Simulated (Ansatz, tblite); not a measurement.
# The cluster Pb3O4+: one state, many levels

How do method and basis change the picture of the cluster Pb3O4+ (doublet)?

Computed with Ansatz 0.2.0, Gaussian basis. Level: as each input shows.

Plan: GFN1-xTB, GFN2-xTB, PBE-D4/def2-TZVP, r2SCAN-D4/def2-TZVP, PBE-QIDH/def2-TZVP, revPBE-D4/def2-TZVP, PBE-D4/def2-SVP, PBE0-D4/def2-SVP, CCSD(T)/def2-SVP, MP2/def2-TZVP, RPA/def2-TZVP.

2 further runs of the same task are left out: 2 set aside as unsound or not needed. Runs told in other sessions of the task aren't counted.

## (1) The structure

The geometry is that of the doublet, from an earlier relaxation (PBE0-D4/def2-SVP). At that level it is the lowest of the isomers that a small search found.

7 atoms, charge 1, spin multiplicity 2.

Bond lengths: Pb1–O4 2.057 Å, Pb1–O5 2.300 Å, Pb2–O4 2.123 Å, Pb2–O5 2.367 Å, Pb2–O7 2.469 Å, Pb3–O5 2.097 Å, Pb3–O6 2.316 Å, O6–O7 1.279 Å. Angles: O4–Pb1–O5 79.7°, O4–Pb2–O5 76.9°, O4–Pb2–O7 103.5°, O5–Pb2–O7 76.2°, O5–Pb3–O6 86.0°, Pb1–O4–Pb2 109.0°, Pb1–O5–Pb2 93.7°, Pb1–O5–Pb3 135.9°, Pb2–O5–Pb3 119.8°, Pb3–O6–O7 120.4°, Pb2–O7–O6 121.6°.

Pb takes a core potential in the def2 sets. No spin-orbit coupling is included. The ion is computed in the gas phase, without counter-ions or solvent.

PBE0-D4/def2-TZVP was run before; its log isn't repeated, and its numbers join the tables.

## (2) GFN1-xTB

Tight binding, by tblite at 300 K electronic temperature and without a spin-polarisation term:

```python
tblite.interface.Calculator('GFN1-xTB', numbers, positions, charge=1, uhf=1).singlepoint()
```

Energy -632.3418 eV; 0.007 s.

## (3) GFN2-xTB

Tight binding, by tblite at 300 K electronic temperature and without a spin-polarisation term:

```python
tblite.interface.Calculator('GFN2-xTB', numbers, positions, charge=1, uhf=1).singlepoint()
```

Energy -617.3919 eV; 0.01 s.

## (4) PBE-D4/def2-TZVP

start.molden holds the orbitals of an earlier run on this state, given as this run's starting guess.

in.yaml

```yaml
crystal:
  periodic: [false, false, false]
  atoms:
    - {symbol: Pb, position_ang: [-1.086044, -0.895442, -2.185766]}
    - {symbol: Pb, position_ang: [1.679465, 0.163635, -0.506585]}
    - {symbol: Pb, position_ang: [-1.076523, -1.105424, 1.884833]}
    - {symbol: O, position_ang: [0.557847, 0.336238, -2.300668]}
    - {symbol: O, position_ang: [-0.264799, -1.106425, -0.048274]}
    - {symbol: O, position_ang: [-0.236028, 1.045259, 2.060740]}
    - {symbol: O, position_ang: [0.426082, 1.562158, 1.095729]}
basis:
  gaussian: {orbitals: def2-TZVP, initial_orbitals: start.molden}
total_charge: 1
magnetization: {spin_polarized: true, initial_magnetization: 1}
hamiltonian: {xc: pbe, dispersion: d4}
scf: {omitted_lower_state_checks: [starts]}
output: {orbitals: {seedname: orbitals}}
```

Started as:

```bash
> ansatz run in.yaml --threads 4 --pin off --events-out ev --progress --plain --max-ram 4787MiB
```

Further steps of the session: r2SCAN-D4/def2-TZVP; PBE-QIDH/def2-TZVP; revPBE-D4/def2-TZVP; PBE-D4/def2-SVP; PBE0-D4/def2-SVP; CCSD(T)/def2-SVP; MP2/def2-TZVP; RPA/def2-TZVP.

Q: Predict the results of all the runs planned. Wanted: gap in def2-TZVP, named functionals, smallest and largest; correlation energy, CCSD(T)/def2-SVP; correlation energy, MP2/def2-TZVP; ⟨S²⟩ in def2-TZVP, named functionals, smallest and largest; PBE0 total energy, smallest basis above largest.

As calculated:

| quantity | value |
| --- | --- |
| gap in def2-TZVP, named functionals, smallest and largest | 0.66 eV (PBE-D4), 3.12 eV (PBE0-D4) |
| correlation energy, CCSD(T)/def2-SVP | -28.64 eV |
| correlation energy, MP2/def2-TZVP | -57.47 eV |
| ⟨S²⟩ in def2-TZVP, named functionals, smallest and largest | 0.754, 0.758 |
| PBE0 total energy, smallest basis above largest | 10.69 eV (def2-SVP, def2-TZVP) |

In words: Orbital gaps of the named functionals in def2-TZVP span 0.66 eV (PBE-D4) to 3.12 eV (PBE0-D4); exact exchange widens it. Over the named functionals in def2-TZVP spin contamination reaches 0.01 (r2SCAN-D4), which is small.
